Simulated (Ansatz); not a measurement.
# Cs (diamond type): the cost of one run

Program: Ansatz 0.2.0. Level of theory: DFT, LDA, PAW with Ansatz's default frozen-core files, scalar-relativistic. These are calculated values, not measurements.

**1. Starting point**

The structure is cubic, space group Fd-3m (No. 227). Conventional cell: a = 9.863 Å, b = 9.863 Å, c = 9.863 Å, α = 90.00°, β = 90.00°, γ = 90.00°. Cs (site symmetry -43m) has 4 Cs at 4.27 Å in its first shell of neighbours.

As a file:

```
Cs
1.0
     0.00000    4.93170    4.93170
     4.93170    0.00000    4.93170
     4.93170    4.93170    0.00000
Cs
2
Direct
  0.87500 0.87500 0.87500
  0.12500 0.12500 0.12500
```

Whether this phase is the stable one at these pressures isn't tested.

Atoms are numbered in the order of the input: Cs1, Cs2.

**2. Cell relaxed at zero pressure, PAW**

Input file input.yaml:

```yaml
crystal:
  lattice:
    - [0.0, 4.9317047319, 4.9317047319]
    - [4.9317047319, 0.0, 4.9317047319]
    - [4.9317047319, 4.9317047319, 0.0]
  atoms:
    - { symbol: Cs, position: [-0.125, -0.125, -0.125] }
    - { symbol: Cs, position: [0.125, 0.125, 0.125] }
kpoints:
  mp_grid: { grid: [7, 7, 7] }
scf:
  occupations: { method: fermi_dirac, width: 0.08 }
hamiltonian:
  xc: lda
  pseudopotentials: { kind: paw }
output:
  forces: true
  stress: true
  write_density: true
  write_potential: true
  elf: true
  volumetric_format: npy
relax:
  f_tol: 0.005
  max_steps: 40
  cell: {}
```

On the command line:

```bash
$ ansatz run input.yaml --threads 1 --pin off --max-ram 2048MiB --backend cpu --events-out ev --progress --plain --runs-dir out
```

**Question.** How long does this run take on 1 thread of Arm Neoverse V1, shared host, and how much memory does it need?

About 25 s, with a peak of 0.45 GiB.
